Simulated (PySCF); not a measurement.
# FSiSeH3 in PySCF: notebook

Aim: see how the results for FSiSeH3 move with the level of theory and the settings. Levels: HF, PBE, PBE0. Tasks: MP2 correlation energy, RPA correlation energy, G0W0 quasiparticle levels, excitation energies (Tamm-Dancoff).

All numbers are computed with PySCF 2.14.0; they aren't measurements. Logs are shortened: lines on timing, memory, paths and dates and some standing lists are left out, and cuts for length are marked.

## (1) The structure

The cell holds a molecule in a box, 6 atoms: a = 12.000 Å, b = 12.000 Å, c = 13.000 Å, α = 90.00°, β = 90.00°, γ = 90.00°.

## (2) MP2 correlation energy, HF

run.py reads:

```python
import json
import numpy as np
from pyscf.pbc import gto, scf, dft, df

cell = gto.Cell()
cell.basis = 'pob-tzvp-rev2'
cell.fromfile('SiH3SeF.xyz')
cell.exp_to_discard = 0
cell.precision = 1e-08
cell.max_memory = 2520  # MB
cell.verbose = 4
cell.build()

res = {}
kpts = cell.make_kpts([1, 1, 1])
mf = scf.KRHF(cell, kpts, exxdiv='ewald')
mf = mf.density_fit()
mf.with_df._cderi = 'cderi.h5'  # three-centre integrals saved by an earlier run on this cell, basis and mesh
mf.conv_tol = 1e-08
mf.max_cycle = 60

mf.kernel()
res.update(converged=bool(mf.converged), e_tot=mf.e_tot, nelec=cell.nelectron, nao=cell.nao, mesh=list(map(int, cell.mesh)), a=cell.lattice_vectors().tolist(), coords=cell.atom_coords().tolist(),
           mo_energy=[np.real(x).tolist() for x in mf.mo_energy], mo_occ=[np.real(x).tolist() for x in mf.mo_occ])
import h5py
print('fit functions by k pair:', sorted({v['0'].shape[0] for v in h5py.File(mf.with_df._cderi)['j3c'].values()}))
res.update(kpts=cell.get_scaled_kpts(kpts).tolist())
res['parts'] = {k: float(np.real(v)) for k, v in mf.scf_summary.items() if np.isscalar(v)}
json.dump(res, open('results.json', 'w'))
if not mf.converged:
    raise SystemExit('SCF not converged')

print('levels (eV)')
for i, kp in enumerate(res['kpts'][:40]):
    print('k %7.4f %7.4f %7.4f  ' % tuple(kp), ' '.join('%.3f' % (x * 27.211386) for x in res['mo_energy'][i][:35]))

# Mulliken populations
dm, s = np.asarray(mf.make_rdm1()), np.asarray(mf.get_ovlp())
sites = cell.aoslice_by_atom()[:, 2:]
tot = np.einsum('kij,kji->i', dm, s).real / len(kpts)
res['mulliken'] = [cell.atom_charge(i) - tot[a0:a1].sum() for i, (a0, a1) in enumerate(sites)]
print('Mulliken charges', np.round(res['mulliken'], 5))

from pyscf.pbc import mp
pt = mp.KMP2(mf, frozen=15)
pt.kernel(with_t2=False)
res.update(e_corr=pt.e_corr, e_ss=getattr(pt, 'e_corr_ss', None), e_os=getattr(pt, 'e_corr_os', None))
res['done'] = True
json.dump(res, open('results.json', 'w'))
```

SiH3SeF.xyz reads:

```xyz
6
Lattice="12.0000000000 0.0000000000 0.0000000000 0.0000000000 12.0000000000 0.0000000000 0.0000000000 0.0000000000 13.0000000000" Properties=species:S:1:pos:R:3 pbc="T T T"
F      4.5436500000      6.4007499600      6.3322000300
Si     6.0775500000      6.2690499600      5.9050000100
Se     7.4823500400      6.9157500000      7.5504000000
H      6.3020499600      4.8507500400      5.5526000400
H      6.3202500000      7.1912499600      4.7749000000
H      7.3023500400      5.6611500000      8.2931000100
```

Potentials or basis: pob-tzvp-rev2 (all-electron).

On the command line:

```
> OMP_NUM_THREADS=2 python -u run.py > log
```

Output:

```text
Discarded 0 diffused primitive functions, 0 contracted functions

******** <class 'pyscf.pbc.scf.khf.KRHF'> ********
method = KRHF
initial guess = minao
damping factor = 0
level_shift factor = 0
DIIS = <class 'pyscf.scf.diis.CDIIS'>
diis_start_cycle = 1
diis_space = 8
diis_damp = 0
SCF conv_tol = 1e-08
SCF conv_tol_grad = None
SCF max_cycles = 60
direct_scf = True
direct_scf_tol = 1e-13

******** PBC SCF flags ********
N kpts = 1
Exchange divergence treatment (exxdiv) = ewald
    madelung (= occupied orbital energy shift) = 0.12155911601066506
    Total energy shift due to Ewald probe charge = -1/2 * Nelec*madelung = -3.64677348032
DF object = <pyscf.pbc.df.df.GDF object>
Set gradient conv threshold to 0.0001

******** <class 'pyscf.pbc.df.rsdf_builder._RSNucBuilder'> ********
mesh = [45 45 49] (99225 PWs)
ke_cutoff = 18.57868094385515
omega = 0.5413047523121697
exclude_d_aux = False
exclude_dd_block = True
j2c_eig_always = False
has_long_range = True
init E= -2790.40681697681
  HOMO = -0.270855911537  LUMO = 0.107772368227  gap/eV = 10.30300
cycle= 1 E= -2789.97666284425  delta_E= 0.43  |g|= 0.551  |ddm|= 2.44
  HOMO = -0.360980820291  LUMO = 0.140540693762  gap/eV = 13.64710
cycle= 2 E= -2790.02638849862  delta_E= -0.0497  |g|= 0.323  |ddm|= 0.483
  HOMO = -0.354582152785  LUMO = 0.157483901772  gap/eV = 13.93403
cycle= 3 E= -2790.04081933189  delta_E= -0.0144  |g|= 0.0441  |ddm|= 0.156
  HOMO = -0.354224000366  LUMO = 0.163658684179  gap/eV = 14.09231
cycle= 4 E= -2790.04150683266  delta_E= -0.000688  |g|= 0.0136  |ddm|= 0.0597
  HOMO = -0.354140656783  LUMO = 0.164370350872  gap/eV = 14.10940
cycle= 5 E= -2790.04158710392  delta_E= -8.03e-05  |g|= 0.00308  |ddm|= 0.0186
  HOMO = -0.354400651801  LUMO = 0.16431809573  gap/eV = 14.11506
cycle= 6 E= -2790.0415945843  delta_E= -7.48e-06  |g|= 0.000832  |ddm|= 0.00677
  HOMO = -0.354505636116  LUMO = 0.164332083278  gap/eV = 14.11829
cycle= 7 E= -2790.0415951422  delta_E= -5.58e-07  |g|= 0.000304  |ddm|= 0.002
  HOMO = -0.354497834071  LUMO = 0.164350272631  gap/eV = 14.11858
cycle= 8 E= -2790.04159518702  delta_E= -4.48e-08  |g|= 8.49e-05  |ddm|= 0.000609
  HOMO = -0.354506000837  LUMO = 0.164350684947  gap/eV = 14.11881
cycle= 9 E= -2790.04159519198  delta_E= -4.97e-09  |g|= 2.48e-05  |ddm|= 0.000212
  HOMO = -0.354507138798  LUMO = 0.164349877246  gap/eV = 14.11882
Extra cycle  E= -2790.04159519254  delta_E= -5.55e-10  |g|= 1.26e-05  |ddm|= 5.74e-05
converged SCF energy = -2790.04159519254
fit functions by k pair: [703]
levels (eV)
k  0.0000  0.0000  0.0000   -12540.702 -1872.596 -1650.644 -1476.515 -1476.502 -1476.480 -715.035 -242.079 -180.528 -180.462 -180.320 -168.367 -116.826 -116.802 -116.787 -71.359 -71.311 -71.149 -71.068 -71.048 -42.945 -24.974 -20.494 -17.935 -17.835 -16.809 -14.204 -12.938 -11.522 -9.647 4.472 5.274 5.332 6.648 7.125
Mulliken charges [-0.49223  0.96028 -0.13053 -0.15565 -0.15457 -0.0273 ]

******** <class 'pyscf.pbc.mp.kmp2.KMP2'> ********
nkpts = 1
nocc = 15
nmo = 84
with_df_ints = True
frozen orbitals = 15
E(KMP2) = -2790.59993349628  E_corr = -0.55833830374293
E(SCS-KMP2) = -2790.57775461548  E_corr = -0.536159422945605
E_corr(same-spin) = -0.15443831716836
E_corr(oppo-spin) = -0.403899986574571
```

It took 20 s on 2 threads of Intel Xeon at 2.70GHz, shared host; peak memory 1.9 GiB.

What came out:

```yaml
Free_energy: -75920.8995 eV
Gap_between_the_frontier_levels: 14.12 eV
Mulliken_charges: F -0.49; Si +0.96; Se -0.13; H -0.16, -0.15, -0.03 e
MP2_correlation_energy_per_cell: -15.193 eV
```

Caveat: the basis is small and the box finite, so much correlation energy is missing and levels can be off by tenths of an eV; Mulliken charges move with the basis; this is a molecule in a periodic box at the Γ point, so its band gap is the HOMO-LUMO gap; total energy, band gap and charges are those of the mean-field reference; relativity is left out, which matters for the heavier elements; the basis of atomic orbitals isn't converged, which shifts pressures, moduli and gaps.

## (3) RPA correlation energy, PBE

run.py, as its differences from that of step 2:

```diff
@@ -15,3 +15,3 @@
 kpts = cell.make_kpts([1, 1, 1])
-mf = scf.KRHF(cell, kpts, exxdiv='ewald')
+mf = dft.KRKS(cell, kpts, xc='pbe')
 mf = mf.density_fit()
@@ -43,6 +43,9 @@
 
-from pyscf.pbc import mp
-pt = mp.KMP2(mf, frozen=15)
-pt.kernel(with_t2=False)
-res.update(e_corr=pt.e_corr, e_ss=getattr(pt, 'e_corr_ss', None), e_os=getattr(pt, 'e_corr_os', None))
+from pyscf.pbc.gw.krpa import KRPA
+rpa = KRPA(mf, frozen=15)
+rpa.kernel()
+res.update(e_corr=rpa.e_corr, e_hf=rpa.e_hf, e_rpa=rpa.e_tot)
+rpa.fc = True  # again, with the correction for q -> 0
+rpa.kernel()
+res['e_corr_fc'] = rpa.e_corr
 res['done'] = True
```

SiH3SeF.xyz is that of step 2.

Potentials or basis: pob-tzvp-rev2 (all-electron).

On the command line:

```
> OMP_NUM_THREADS=2 python -u run.py > log
```

Output:

```text
Discarded 0 diffused primitive functions, 0 contracted functions

******** <class 'pyscf.pbc.dft.krks.KRKS'> ********
method = KRKS
initial guess = minao
damping factor = 0
level_shift factor = 0
DIIS = <class 'pyscf.scf.diis.CDIIS'>
diis_start_cycle = 1
diis_space = 8
diis_damp = 0
SCF conv_tol = 1e-08
SCF conv_tol_grad = None
SCF max_cycles = 60
direct_scf = True
direct_scf_tol = 1e-13

******** PBC SCF flags ********
N kpts = 1
Exchange divergence treatment (exxdiv) = ewald
    madelung (= occupied orbital energy shift) = 0.12155911601066506
    Total energy shift due to Ewald probe charge = -1/2 * Nelec*madelung = -3.64677348032
DF object = <pyscf.pbc.df.df.GDF object>
XC functionals = pbe
small_rho_cutoff = 0
radial grids:
    Treutler-Ahlrichs [JCP 102, 346 (1995); DOI:10.1063/1.469408] (M4) radial grids

becke partition: Becke, JCP 88, 2547 (1988); DOI:10.1063/1.454033
pruning grids: <function nwchem_prune>
grids dens level: 3
symmetrized grids: False
atomic radii adjust function: <function treutler_atomic_radii_adjust>
Set gradient conv threshold to 0.0001

******** <class 'pyscf.pbc.df.rsdf_builder._RSNucBuilder'> ********
mesh = [45 45 49] (99225 PWs)
ke_cutoff = 18.57868094385515
omega = 0.5413047523121697
exclude_d_aux = False
exclude_dd_block = True
j2c_eig_always = False
has_long_range = True
tot grids = 83290
cell vol = 12632.8822  sum(weights) = 12611.3947
nelec by numeric integration = 59.9999920858163
init E= -2792.61894555107
  HOMO = -0.239211946243  LUMO = -0.013802789036  gap/eV = 6.13370
nelec by numeric integration = 59.999990909502074
cycle= 1 E= -2792.07891319227  delta_E= 0.54  |g|= 0.789  |ddm|= 2.53
  HOMO = -0.200371147871  LUMO = -0.0148604403381  gap/eV = 5.04800
nelec by numeric integration = 59.99999084470795
cycle= 2 E= -2791.8446421042  delta_E= 0.234  |g|= 1.45  |ddm|= 0.995
  HOMO = -0.203442855201  LUMO = -0.0041179283779  gap/eV = 5.42391
nelec by numeric integration = 59.999990902103775
cycle= 3 E= -2792.13539822435  delta_E= -0.291  |g|= 0.281  |ddm|= 0.802
  HOMO = -0.21083950269  LUMO = -0.00623710438616  gap/eV = 5.56751
nelec by numeric integration = 59.9999907939749
cycle= 4 E= -2792.14642872234  delta_E= -0.011  |g|= 0.0261  |ddm|= 0.171
  HOMO = -0.212184478699  LUMO = -0.00813569005983  gap/eV = 5.55245
nelec by numeric integration = 59.999990817041535
cycle= 5 E= -2792.14649242424  delta_E= -6.37e-05  |g|= 0.018  |ddm|= 0.0471
  HOMO = -0.212653650905  LUMO = -0.00806515786787  gap/eV = 5.56714
nelec by numeric integration = 59.99999080492748
cycle= 6 E= -2792.14659628799  delta_E= -0.000104  |g|= 0.00536  |ddm|= 0.0252
  HOMO = -0.212065525848  LUMO = -0.00772868883916  gap/eV = 5.56029
nelec by numeric integration = 59.99999080684297
cycle= 7 E= -2792.14660194221  delta_E= -5.65e-06  |g|= 0.00109  |ddm|= 0.00575
  HOMO = -0.212134530403  LUMO = -0.00775867074394  gap/eV = 5.56135
nelec by numeric integration = 59.99999080720711
cycle= 8 E= -2792.1466021723  delta_E= -2.3e-07  |g|= 0.000143  |ddm|= 0.000949
  HOMO = -0.212122926034  LUMO = -0.00775057227634  gap/eV = 5.56126
nelec by numeric integration = 59.99999080722769
cycle= 9 E= -2792.14660217775  delta_E= -5.46e-09  |g|= 1.7e-05  |ddm|= 0.000195
  HOMO = -0.21212616688  LUMO = -0.00775473622692  gap/eV = 5.56123
nelec by numeric integration = 59.99999080722393
Extra cycle  E= -2792.14660217773  delta_E= 2.73e-11  |g|= 2.05e-05  |ddm|= 5.55e-05
converged SCF energy = -2792.14660217773
fit functions by k pair: [703]
levels (eV)
k  0.0000  0.0000  0.0000   -12302.861 -1780.342 -1562.670 -1403.527 -1403.496 -1403.434 -659.512 -205.026 -150.457 -150.362 -150.137 -138.711 -95.450 -95.392 -95.325 -53.546 -53.526 -53.347 -53.277 -53.244 -29.270 -17.449 -13.221 -10.672 -10.437 -10.155 -9.261 -7.951 -7.433 -5.772 -0.211 0.357 0.496 1.806 2.170
Mulliken charges [-0.37471  0.63377 -0.10604 -0.08491 -0.08244  0.01433]

******** <class 'pyscf.pbc.gw.krpa.KRPA'> ********
method = KRPA
RPA nocc = 15, nvir = 69, nkpts = 1
frozen orbitals = 15
grid type = legendre
outcore mode = False
RPA finite size corrections = False
ACFD exchange energy = False

******** <class 'pyscf.pbc.gw.krpa.KRPA'> ********
method = KRPA
RPA nocc = 15, nvir = 69, nkpts = 1
frozen orbitals = 15
grid type = legendre
outcore mode = False
RPA finite size corrections = True
ACFD exchange energy = False
```

Run time: 67 s. Hardware: 2 threads of Intel Xeon at 2.70GHz, shared host; peak memory 1.9 GiB.

What came out:

```yaml
Free_energy: -75978.1796 eV
Gap_between_the_frontier_levels_mean-field_level: 5.56 eV
Mulliken_charges: F -0.37; Si +0.63; Se -0.11; H -0.08, +0.01 e
RPA_correlation_energy: -3.921 eV/atom
RPA_correlation_energy_per_cell: -23.525 eV
```

Caveat: the basis is small and the box finite, so much correlation energy is missing and levels can be off by tenths of an eV; Mulliken charges move with the basis; this is a molecule in a periodic box at the Γ point, so its band gap is the HOMO-LUMO gap; total energy, band gap and charges are those of the mean-field reference; relativity is left out, which matters for the heavier elements; the basis of atomic orbitals isn't converged, which shifts pressures, moduli and gaps.

## (4) G0W0 quasiparticle levels, PBE0

run.py, as its differences from that of step 3:

```diff
@@ -15,3 +15,3 @@
 kpts = cell.make_kpts([1, 1, 1])
-mf = dft.KRKS(cell, kpts, xc='pbe')
+mf = dft.KRKS(cell, kpts, xc='pbe0', exxdiv='ewald')
 mf = mf.density_fit()
@@ -43,9 +43,9 @@
 
-from pyscf.pbc.gw.krpa import KRPA
-rpa = KRPA(mf, frozen=15)
-rpa.kernel()
-res.update(e_corr=rpa.e_corr, e_hf=rpa.e_hf, e_rpa=rpa.e_tot)
-rpa.fc = True  # again, with the correction for q -> 0
-rpa.kernel()
-res['e_corr_fc'] = rpa.e_corr
+from pyscf.pbc.gw.krgw_ac import KRGWAC
+gw = KRGWAC(mf, frozen=15)
+gw.fc = True
+orbs = list(range(27, 33))
+gw.kernel(orbs=orbs)
+res['orbs'] = orbs
+res['qp'] = np.asarray(gw.mo_energy).real.tolist()
 res['done'] = True
```

SiH3SeF.xyz is that of step 3.

Potentials or basis: pob-tzvp-rev2 (all-electron).

On the command line:

```
> OMP_NUM_THREADS=2 python -u run.py > log
```

Output:

```text
Discarded 0 diffused primitive functions, 0 contracted functions

******** <class 'pyscf.pbc.dft.krks.KRKS'> ********
method = KRKS
initial guess = minao
damping factor = 0
level_shift factor = 0
DIIS = <class 'pyscf.scf.diis.CDIIS'>
diis_start_cycle = 1
diis_space = 8
diis_damp = 0
SCF conv_tol = 1e-08
SCF conv_tol_grad = None
SCF max_cycles = 60
direct_scf = True
direct_scf_tol = 1e-13

******** PBC SCF flags ********
N kpts = 1
Exchange divergence treatment (exxdiv) = ewald
    madelung (= occupied orbital energy shift) = 0.12155911601066506
    Total energy shift due to Ewald probe charge = -1/2 * Nelec*madelung = -3.64677348032
DF object = <pyscf.pbc.df.df.GDF object>
XC functionals = pbe0
small_rho_cutoff = 0
radial grids:
    Treutler-Ahlrichs [JCP 102, 346 (1995); DOI:10.1063/1.469408] (M4) radial grids

becke partition: Becke, JCP 88, 2547 (1988); DOI:10.1063/1.454033
pruning grids: <function nwchem_prune>
grids dens level: 3
symmetrized grids: False
atomic radii adjust function: <function treutler_atomic_radii_adjust>
Set gradient conv threshold to 0.0001

******** <class 'pyscf.pbc.df.rsdf_builder._RSNucBuilder'> ********
mesh = [45 45 49] (99225 PWs)
ke_cutoff = 18.57868094385515
omega = 0.5413047523121697
exclude_d_aux = False
exclude_dd_block = True
j2c_eig_always = False
has_long_range = True
tot grids = 83290
cell vol = 12632.8822  sum(weights) = 12611.3947
nelec by numeric integration = 59.9999920858163
init E= -2792.71039741667
  HOMO = -0.258908599886  LUMO = 0.00676230576919  gap/eV = 7.22927
nelec by numeric integration = 59.999991019659774
cycle= 1 E= -2792.19880155404  delta_E= 0.512  |g|= 0.678  |ddm|= 2.49
  HOMO = -0.256161869197  LUMO = 0.0152420502571  gap/eV = 7.38528
nelec by numeric integration = 59.999990732005614
cycle= 2 E= -2792.13132939002  delta_E= 0.0675  |g|= 0.944  |ddm|= 0.716
  HOMO = -0.253779035143  LUMO = 0.0261735182274  gap/eV = 7.61790
nelec by numeric integration = 59.999990839981486
cycle= 3 E= -2792.25420499726  delta_E= -0.123  |g|= 0.133  |ddm|= 0.455
  HOMO = -0.256910036442  LUMO = 0.0268939690651  gap/eV = 7.72270
nelec by numeric integration = 59.99999079055886
cycle= 4 E= -2792.25645279075  delta_E= -0.00225  |g|= 0.0118  |ddm|= 0.0757
  HOMO = -0.257276758632  LUMO = 0.0268095305849  gap/eV = 7.73038
nelec by numeric integration = 59.999990794001924
cycle= 5 E= -2792.25647556384  delta_E= -2.28e-05  |g|= 0.00449  |ddm|= 0.0139
  HOMO = -0.257251689287  LUMO = 0.0269316826169  gap/eV = 7.73302
nelec by numeric integration = 59.99999079108815
cycle= 6 E= -2792.25648227209  delta_E= -6.71e-06  |g|= 0.00134  |ddm|= 0.00632
  HOMO = -0.257126799368  LUMO = 0.0269716741033  gap/eV = 7.73071
nelec by numeric integration = 59.99999079136317
cycle= 7 E= -2792.25648262614  delta_E= -3.54e-07  |g|= 0.000213  |ddm|= 0.00135
  HOMO = -0.257156771188  LUMO = 0.0269524264558  gap/eV = 7.73101
nelec by numeric integration = 59.99999079125266
cycle= 8 E= -2792.25648263376  delta_E= -7.62e-09  |g|= 4.2e-05  |ddm|= 0.000229
  HOMO = -0.257148801028  LUMO = 0.0269573002907  gap/eV = 7.73092
nelec by numeric integration = 59.999990791259506
Extra cycle  E= -2792.25648263374  delta_E= 1.68e-11  |g|= 5.27e-05  |ddm|= 7.89e-05
converged SCF energy = -2792.25648263374
fit functions by k pair: [703]
levels (eV)
k  0.0000  0.0000  0.0000   -12362.261 -1803.466 -1584.892 -1421.974 -1421.947 -1421.895 -673.514 -214.632 -158.304 -158.216 -158.009 -146.410 -101.069 -101.018 -100.964 -58.292 -58.267 -58.092 -58.021 -57.990 -32.927 -19.629 -15.268 -12.556 -12.463 -12.172 -10.779 -9.452 -8.720 -6.997 0.734 1.324 1.444 2.771 3.188
Mulliken charges [-0.40472  0.69357 -0.12907 -0.09018 -0.08757  0.01798]

******** <class 'pyscf.pbc.gw.krgw_ac.KRGWAC'> ********
method = KRGWAC
GW nocc = 15, nvir = 69, nkpts = 1
frozen orbitals = 15
orbital list = [27, 28, 29, 30, 31, 32]
off-diagonal self-energy = False
GW density matrix = False
density-fitting for exchange = False
outcore for self-energy= False
finite size corrections = True
grids for finite size corrections = False
broadening parameter = 5.000e-03
number of grids = 100
analytic continuation method = pade
imaginary frequency cutoff = 5.0
Pade points = 18
Pade step ratio = 0.667
use perturbative linearized QP eqn = False
QPE max iter = 100
QPE tolerance = 1.0e-06

WARN: GW QP energies may not be sorted from min to max
```

Wall time 67 s (2 threads of Intel Xeon at 2.70GHz, shared host); peak memory 1.9 GiB.

What came out:

| Quantity | Value |
| --- | --- |
| Free energy | -75981.1696 eV |
| Gap between the frontier levels, mean-field level | 7.73 eV |
| Mulliken charges | F -0.40; Si +0.69; Se -0.13; H -0.09, +0.02 e |
| Quasiparticle gap | 11.99 eV |

Levels at points of the mesh, in eV from the valence-band top:
```csv
k point,band 27,band 28,band 29,band 30,band 31,band 32,band 33,band 34
"(0.00, 0.00, 0.00)",-3.78,-2.46,-1.72,0.00,7.73,8.32,8.44,9.77
```

Caveat: the basis is small and the box finite, so much correlation energy is missing and levels can be off by tenths of an eV; Mulliken charges move with the basis; this is a molecule in a periodic box at the Γ point, so its band gap is the HOMO-LUMO gap; total energy, band gap and charges are those of the mean-field reference; relativity is left out, which matters for the heavier elements; the basis of atomic orbitals isn't converged, which shifts pressures, moduli and gaps.

(Part 1 of 2 ends here.)
